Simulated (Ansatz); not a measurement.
CH7N2Sb, SMILES NC[NH][SbH2]: an atomisation energy, run with Ansatz's Python interface.

Script `ch7n2sb_tae.py`:
```python
"""Energy to split CH7N2Sb into its atoms."""

from collections import Counter

import ansatz as az

BASIS = "def2-TZVP"
LEVEL = "mp2"


def total_energy(molecule, charge=0, unpaired=0):
    calc = molecule.calculation().basis(gaussian=BASIS).correlation(LEVEL)
    if charge:
        calc = calc.charge(charge)
    if unpaired:
        calc = calc.spin("collinear", total=unpaired)
    report = calc.run(threads=1).report
    if report["published_state_doubts"]:
        print("  doubts:", report["published_state_doubts"])
    return report["free_energy_ev"]

GEOMETRY = """
N    -1.31280    1.16640    0.73600
C    -0.06420    0.63880    0.39140
N    -0.25220   -0.75590   -0.00480
Sb    1.74060   -1.52270   -0.49130
H    -1.93460    1.22730   -0.16670
H    -1.21010    2.22180    1.00810
H     0.41810    1.21370   -0.44640
H     0.64890    0.73560    1.27050
H    -0.54400   -1.27050    0.89100
H     0.94380   -2.98800   -1.13730
H     1.63180   -0.72360   -2.02980
"""

system = az.Crystal.molecule()
for line in GEOMETRY.strip().splitlines():
    symbol, *xyz = line.split()
    system = system.atom(symbol, [float(v) for v in xyz])

# unpaired electrons of the ground-state atoms
unpaired = {"N": 3, "C": 2, "Sb": 3, "H": 1}
counts = Counter(site.symbol for site in system.cartesian_sites)
atom_energy = {s: total_energy(az.Crystal.molecule().atom(s, (0, 0, 0)), 0, unpaired[s]) for s in counts}
whole = total_energy(system, 0, 0)
for s, e in atom_energy.items():
    print(f"{s:2s} x{counts[s]}  {e:14.5f} eV")
print(f"CH7N2Sb: {whole:.5f} eV")
split = sum(counts[s] * e for s, e in atom_energy.items()) - whole
print(f"atomisation energy (no zero-point term): {split:.3f} eV, {split / sum(counts.values()):.3f} eV an atom")
```

What does it cost to take this molecule apart into atoms?

33.347 eV from the electronic energies, without the zero-point term.

The output:

```console
$ python ch7n2sb_tae.py
N  x2     -1482.95560 eV
C  x1     -1027.46354 eV
Sb x1     -6518.83369 eV
H  x7       -13.60052 eV
CH7N2Sb: -10640.75919 eV
atomisation energy (no zero-point term): 33.347 eV, 3.032 eV an atom
```

Caveats:
- Total energies depend on the basis set; only differences at equal settings carry meaning.
- The geometry is a force-field or estimated start, not a minimum of this method, and the basis set is short of its limit. All parts are taken at fixed geometry, without zero-point energy.
- def2 sets replace the cores of elements past krypton by effective core potentials.
- The spin-orbit lowering of heavy atoms is left out.
- It ran for 7.6 s on 1 thread of Arm Neoverse V1, on a shared host, peak memory 0.45 GiB.
